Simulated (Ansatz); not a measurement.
Run this with Ansatz's Python interface and show what comes out.

`run_md.py`:
```python
"""A short Born-Oppenheimer trajectory of FH5N2Si."""

import warnings

import ansatz as az
from ase import Atoms
import numpy as np

BASIS_SET = "6-31G*"
FUNCTIONAL = "PBE"
N_STEPS = 30
TEMPERATURE_K = 200

warnings.simplefilter("ignore", az.DeckWarning)

atoms = Atoms(["N", "Si", "N", "F", "H", "H", "H", "H", "H"], positions=[
    (-0.8185, 0.8818, -0.4076),
    (0.3865, -0.1818, -0.3997),
    (0.2653, -0.5821, 1.2102),
    (0.0504, -1.4419, -1.2558),
    (-0.9326, 1.3147, -1.369),
    (-0.6084, 1.7053, 0.1971),
    (1.6998, 0.4336, -0.7686),
    (0.7367, -1.4938, 1.3229),
    (-0.6907, -0.6821, 1.4535),
])
system = az.Crystal.molecule_from_ase(atoms)

model = (
    system.calculation()
    .basis(gaussian=BASIS_SET)
    .functional(FUNCTIONAL)
)
symbols = [site.symbol for site in system.cartesian_sites]
start = np.array([site.position_ang for site in system.cartesian_sites], dtype=float)
r = model.relax(force_tolerance=0.02).run().report
end = np.array(r["positions_ang"])
minimum = az.Crystal.molecule()
for symbol, place in zip(symbols, end):
    minimum = minimum.atom(symbol, place.tolist())

# dynamics from the relaxed geometry
model = (
    minimum.calculation()
    .basis(gaussian=BASIS_SET)
    .functional(FUNCTIONAL)
    .md("nve", timestep=0.25, steps=N_STEPS, temperature=TEMPERATURE_K, initial_velocities="maxwell_boltzmann", seed=70)
)
frames = []
res = model.session().plan().execute(on_event=lambda e: frames.append(e["data"]) if e["event"] == "md_step" else None)
print("t (fs)   E_pot (eV)      E_kin (eV)   T (K)   d(0-1) (A)")
for f in frames[::2]:
    xyz = np.array(f["positions_ang"])
    print(f"{f['time_fs']:6.2f} {f['lagrangian_ev']:14.5f} {f['e_kin_ev']:10.5f} {f['temperature_k']:8.1f} {np.linalg.norm(xyz[0] - xyz[1]):9.4f}")
kept = np.array([f["conserved_ev"] for f in frames])
print(f"conserved energy moves by at most {1000 * np.ptp(kept):.3f} meV")
```

```console
$ python run_md.py
t (fs)   E_pot (eV)      E_kin (eV)   T (K)   d(0-1) (A)
  0.00   -13648.01191    0.18096    200.0    1.7269
  0.50   -13648.00634    0.17543    193.9    1.7277
  1.00   -13647.99150    0.16066    177.6    1.7287
  1.50   -13647.97183    0.14107    155.9    1.7297
  2.00   -13647.95260    0.12191    134.7    1.7309
  2.50   -13647.93832    0.10768    119.0    1.7322
  3.00   -13647.93160    0.10096    111.6    1.7337
  3.50   -13647.93254    0.10186    112.6    1.7354
  4.00   -13647.93883    0.10809    119.5    1.7372
  4.50   -13647.94653    0.11572    127.9    1.7391
  5.00   -13647.95149    0.12063    133.3    1.7411
  5.50   -13647.95098    0.12013    132.8    1.7431
  6.00   -13647.94510    0.11430    126.3    1.7451
  6.50   -13647.93683    0.10610    117.3    1.7469
  7.00   -13647.93061    0.09993    110.4    1.7486
  7.50   -13647.92974    0.09906    109.5    1.7501
conserved energy moves by at most 0.307 meV
```

Notes:
- These settings explore the input space; basis and method may be short of convergence.
- The trajectory is only some femtoseconds long, so its temperature is not equilibrated; where the script doesn't relax first, it starts from a rough generated geometry.
- The temperature counts the internal degrees of freedom alone.
- The whole script took 110 s on 1 thread of Arm Neoverse V1 (shared host), peak memory 0.19 GiB.

(Lines on the test bed's own set-up are left out of the output.)
